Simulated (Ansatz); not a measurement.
# GeAsH (triplet): wave-function methods side by side at a displaced geometry (v2), cc-pVDZ

Aim: climb from Hartree-Fock through coupled cluster and multireference methods for GeAsH (triplet) at one geometry and basis, and see what each rung misses.

The runs use Ansatz 0.2.0, Gaussian basis; cc-pVDZ, core rule «outside noble gas», up to 28 orbitals frozen.

The runs, in order: UHF; CCSD(T) on ROHF; CCSD(T) on UHF; BCCD(T) on ROHF; CISD; CCSDT(Q) on ROHF; CCSDT(Q) on UHF; CASSCF and MRCISD+Q, 10 electrons in 9 orbitals; CASSCF and NEVPT2, 10 electrons in 9 orbitals.

25 further runs of the same task are left out: 9 that didn't finish, 16 set aside as unsound or not needed.

### Step 1. What is computed

The geometry is a PBE0/def2-TZVP stationary point (not a proven minimum) with its atoms shifted at random (size 0.100 Å). No spin-orbit coupling is included. The filled d shell of Ge, As may be among the frozen orbitals whatever the setting's name suggests; the logs give the count.

3 atoms, charge 0, spin multiplicity 3.

Atoms are counted from 1 here; the program's logs count them from 0.

Bond lengths: Ge1–As2 2.451 Å, As2–H3 1.504 Å. Angles: Ge1–As2–H3 96.5°.

As a file:

```xyz
3

Ge    0.0844   -0.4672    1.6979
As   -0.0805   -0.5106   -0.7474
H    -0.0039    0.9778   -0.9506
```

### Step 2. UHF

Contents of in.yaml:

```yaml
crystal:
  periodic: [false, false, false]
  atoms:
    - {symbol: Ge, position_ang: [0.084376, -0.467178, 1.697930]}
    - {symbol: As, position_ang: [-0.080498, -0.510626, -0.747371]}
    - {symbol: H, position_ang: [-0.003878, 0.977804, -0.950559]}
basis:
  gaussian: {orbitals: cc-pVDZ}
magnetization: {spin_polarized: true, initial_magnetization: 2}
hamiltonian: {xc: hf}
output: {orbitals: {seedname: orbitals}}
```

On the command line:

```sh
$ ansatz run in.yaml --threads 1 --pin off --events-out ev --progress --plain --max-ram 2393MiB
```

The runs that follow: CCSD(T) on ROHF; CCSD(T) on UHF; BCCD(T) on ROHF; CISD; CCSDT(Q) on ROHF; CCSDT(Q) on UHF; CASSCF and MRCISD+Q, 10 electrons in 9 orbitals; CASSCF and NEVPT2, 10 electrons in 9 orbitals.

Before running them: what should the planned runs give, taken together? Wanted: UCCSDT(Q) from the RHF energy; RMP2 from UCCSDT(Q); UMP2 from UCCSDT(Q); RCCSD from UCCSDT(Q); RCCSD(T) from UCCSDT(Q); UCCSD(T) from UCCSDT(Q); RCCSDT(Q) from UCCSDT(Q); NEVPT2 valence from UCCSDT(Q); MRCISD+Q valence from UCCSDT(Q).

As calculated:

| quantity | value |
| --- | --- |
| UCCSDT(Q) from the ROHF energy | -5.1519 eV |
| RMP2 from UCCSDT(Q) | +1099.0 meV |
| UMP2 from UCCSDT(Q) | +1128.4 meV |
| RCCSD from UCCSDT(Q) | +202.7 meV |
| RCCSD(T) from UCCSDT(Q) | +47.4 meV |
| UCCSD(T) from UCCSDT(Q) | +43.0 meV |
| RCCSDT(Q) from UCCSDT(Q) | +5.7 meV |
| NEVPT2 valence from UCCSDT(Q) | +876.3 meV |
| MRCISD+Q valence from UCCSDT(Q) | +14.3 meV |
| levels within 1 kcal/mol (43 meV) | UCCSD(T), RCCSDT, UCCSDT, RCCSDT(Q), MRCISD+Q valence |
| T1 diagnostic | 0.024 |
| effectively unpaired electrons | 2.04 |

**Reading.** RCCSD(T) lands +47.4 meV from the yardstick (0.9 % of the correlation energy). One determinant dominates. Of the multireference levels listed MRCISD+Q valence comes nearest in total energy (+14.3 meV), which doesn't show that its space is the better one. These misses are within one basis, not against nature; the frozen cores of restricted and unrestricted runs differ, which can shift their rows.

With open shells the CI space here admits some triples and quadruples, so it is larger than plain CISD.
